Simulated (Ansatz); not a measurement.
# CH7InN2: how energies converge with the basis set

Aim: see how fast density functionals converge with the basis set for CH7InN2.

The runs use Ansatz 0.2.0, Gaussian basis; one geometry, several basis sets.

Plan: PBE0-D4/def2-SVP; ωB97M-V/def2-SVP; PBE0-D4/def2-QZVPP; ωB97M-V/def2-QZVPP; the functionals' def2-TZVPP values are taken from earlier runs.

**1. The relaxed structure**

The geometry comes from an earlier relaxation with PBE0-D4 in a triple-zeta def2 set; it is a stationary point, not always the lowest conformer. In takes the def2 core potential; no spin-orbit term is included.

SMILES `[CH3][In]([NH2])[NH2]`, 11 atoms, charge 0, spin multiplicity 1.

Atoms are counted from 1 here; the program's logs count them from 0.

Bond lengths: C1–In2 2.139 Å, C1–H5 1.090 Å, C1–H6 1.090 Å, C1–H7 1.091 Å, In2–N3 2.025 Å, In2–N4 2.025 Å, N3–H8 1.008 Å, N3–H9 1.009 Å, N4–H10 1.008 Å, N4–H11 1.009 Å. Angles: In2–C1–H5 110.3°, In2–C1–H6 110.3°, In2–C1–H7 109.9°, H5–C1–H6 109.2°, H5–C1–H7 108.6°, H6–C1–H7 108.6°, C1–In2–N3 123.5°, C1–In2–N4 123.5°, N3–In2–N4 112.3°, In2–N3–H8 119.5°, In2–N3–H9 119.5°, H8–N3–H9 109.4°, In2–N4–H10 119.5°, In2–N4–H11 119.5°, H10–N4–H11 109.4°.

**2. PBE0-D4 in def2-SVP**

in.yaml

```yaml
crystal:
  periodic: [false, false, false]
  atoms:
    - {symbol: C, position_ang: [-1.176931, 1.584164, -0.078331]}
    - {symbol: In, position_ang: [0.112126, -0.120222, 0.009015]}
    - {symbol: N, position_ang: [0.685936, -1.000121, 1.740303]}
    - {symbol: N, position_ang: [1.120323, -0.841692, -1.592110]}
    - {symbol: H, position_ang: [-0.899421, 2.225780, -0.914741]}
    - {symbol: H, position_ang: [-1.111530, 2.155367, 0.847829]}
    - {symbol: H, position_ang: [-2.210255, 1.261875, -0.215368]}
    - {symbol: H, position_ang: [0.107345, -0.906298, 2.560720]}
    - {symbol: H, position_ang: [1.087241, -1.925149, 1.717466]}
    - {symbol: H, position_ang: [0.770281, -0.664607, -2.520949]}
    - {symbol: H, position_ang: [1.514886, -1.769086, -1.553854]}
basis:
  gaussian: {orbitals: def2-SVP}
hamiltonian: {xc: pbe0, dispersion: d4}
output: {orbitals: {seedname: orbitals}}
```

The runs that follow: ωB97M-V in def2-SVP; PBE0-D4 in def2-QZVPP; ωB97M-V in def2-QZVPP.

Q: Predict the results of all the runs planned. Wanted: PBE0-D4: double and triple zeta above quadruple; ωB97M-V: double and triple zeta above quadruple.

**Answer**, as computed:

| quantity | value |
| --- | --- |
| PBE0-D4: double and triple zeta above quadruple | 5.77, 0.33 eV |
| ωB97M-V: double and triple zeta above quadruple | 5.99, 0.32 eV |

What this shows: PBE0-D4 gains 5.44 eV from double to triple zeta, then 0.33 eV more. Total energies overstate the basis error of differences, where much of it tends to cancel. The LUMO of ωB97M-V is positive and keeps falling with the basis (1.58 to 0.69 eV): an unbound level that the basis holds in place.
